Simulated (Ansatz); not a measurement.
# Ti: the cost of one run

Computed with Ansatz 0.2.0 (DFT PBEsol, scalar-relativistic, plane waves, PAW, unless a step's input says otherwise).

## 1. Starting point

The structure is cubic, space group Im-3m (No. 229). The conventional cell has a = 3.210 Å, b = 3.210 Å, c = 3.210 Å, α = 90.00°, β = 90.00°, γ = 90.00°. Ti (site symmetry m-3m) has 8 Ti at 2.78 Å as nearest neighbours.

Coordinates:

```cif
data_structure
_symmetry_space_group_name_H-M 'Im-3m'
_symmetry_Int_Tables_number 229
_cell_length_a 3.2102
_cell_length_b 3.2102
_cell_length_c 3.2102
_cell_angle_alpha 90.000
_cell_angle_beta 90.000
_cell_angle_gamma 90.000
_cell_volume 33.08
loop_
_atom_site_label
_atom_site_type_symbol
_atom_site_symmetry_multiplicity
_atom_site_Wyckoff_symbol
_atom_site_fract_x
_atom_site_fract_y
_atom_site_fract_z
_atom_site_occupancy
Ti1 Ti 2 a 0.00000 0.00000 0.00000 1
```

This cell was relaxed beforehand with the same method: volume 16.54 Å³/atom, gap on the mesh none (metal).

## 2. Plan of the line

The energy is mapped over volume and a fixed ferromagnetic moment.

First coordinate, volume per atom: 7 values from 13.56 to 19.52 Å³. Second coordinate, total spin moment of the cell, held fixed: 9 values from 0.000 to 1.000 μB.

Nothing else is relaxed (shape and fractional coordinates fixed). Points are written as (first, second).

## 3. Grid point (13.56 Å³, 0.500 μB)

The input, input.yaml:

```yaml
crystal:
  lattice:
    - [-1.5023666344, 1.5023666344, 1.5023666344]
    - [1.5023666344, -1.5023666344, 1.5023666344]
    - [1.5023666344, 1.5023666344, -1.5023666344]
  atoms:
    - { symbol: Ti, position: [0.0, 0.0, 0.0], spin: 0.5 }
basis:
  ecutwfc: 520.0
kpoints:
  mp_grid: { grid: [22, 22, 22] }
hamiltonian:
  xc: pbesol
  pseudopotentials: { kind: paw }
scf:
  occupations: { method: gaussian, width: 0.15 }
  lower_state_search: "off"
output:
  forces: true
  stress: true
  eigenvalues: true
  populations: true
magnetization:
  spin_polarized: true
  initial_magnetization: 0.5
  spin_locking: { lock_magnetization: hard }
```

Started as:

```bash
ansatz run input.yaml --threads 1 --pin off --max-ram 2048MiB --backend cpu --events-out ev --progress --plain --runs-dir out
```

Q: Estimate wall time and peak memory on 1 thread of Arm Neoverse N1, shared host.

About 18 s, with a peak of 0.37 GiB.
